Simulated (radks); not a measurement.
# Ge⁶⁺ in [Ar] 3d7.75 4s0.25: an all-electron calculation

An exercise on one series of results from a longer session: the logs are not shown, and one member is left open.

Program: radks (a radial shooting solver on a logarithmic mesh, Libxc functionals) version 1. Level of theory: Dirac Kohn-Sham, BP86, spin-unpolarised, spherical densities, finite nucleus; open shells fill j = l - 1/2 first. These are calculated values, not measurements, unless marked.

## The atom as given

| Property | Result |
| --- | --- |
| element | germanium (Z = 32) |
| charge | +6 |
| electrons | 26 |
| configuration | [Ar] 3d7.75 4s0.25 |
| nuclear rms radius | 4.0742 fm |

Set-up of the first run:

The run's settings:

```text
Z 32
configuration [Ar] 3d7.75 4s0.25 4p0 5s0
relativity Dirac
functional b88,p86
spin unpolarised
j_filling energy
nucleus finite rms 4.0742 fm
c 137.035999084
```

Started as:

```
$ python run_ks.py task.json out
```

This one command runs every case of the session in turn.

One table of the session follows, with a row left open; its other results are not shown here.

It belongs to the step «Radial structure». From the orbitals of this run (lengths in bohr):

| level | <r> | outermost maximum (interpolated) | 90 % within | nodes |
| --- | --- | --- | --- | --- |
| 1s1/2 | 0.04699 | 0.0307 | 0.0840 | 0 |
| 2s1/2 | 0.2097 | 0.176 | 0.325 | 1 |
| 2p1/2 | 0.1812 | 0.139 | 0.297 | 0 |
| 2p3/2 | 0.1848 | 0.142 | 0.302 | 0 |
| 3s1/2 | 0.6109 | 0.538 | 0.908 | 2 |
| 3p1/2 | 0.6194 | 0.531 | 0.944 | 1 |
| 3p3/2 | ? | ? | ? | ? |
| 3d3/2 | 0.6477 | 0.484 | 1.06 | 0 |
| 3d5/2 | 0.6510 | 0.486 | 1.06 | 0 |
| 4s1/2 | 1.543 | 1.42 | 2.22 | 3 |
| 4p1/2 | 1.675 | 1.53 | 2.43 | 2 |
| 4p3/2 | 1.692 | 1.55 | 2.45 | 2 |
| 5s1/2 | 3.021 | 2.99 | 4.22 | 4 |

Q: Estimate the row for 3p3/2 from the others.

The run gave: <r>: 0.6287; outermost maximum (interpolated): 0.539; 90 % within: 0.958; nodes: 1. In the column «<r>» it lies between 3p1/2 (0.6194) and 3d3/2 (0.6477).
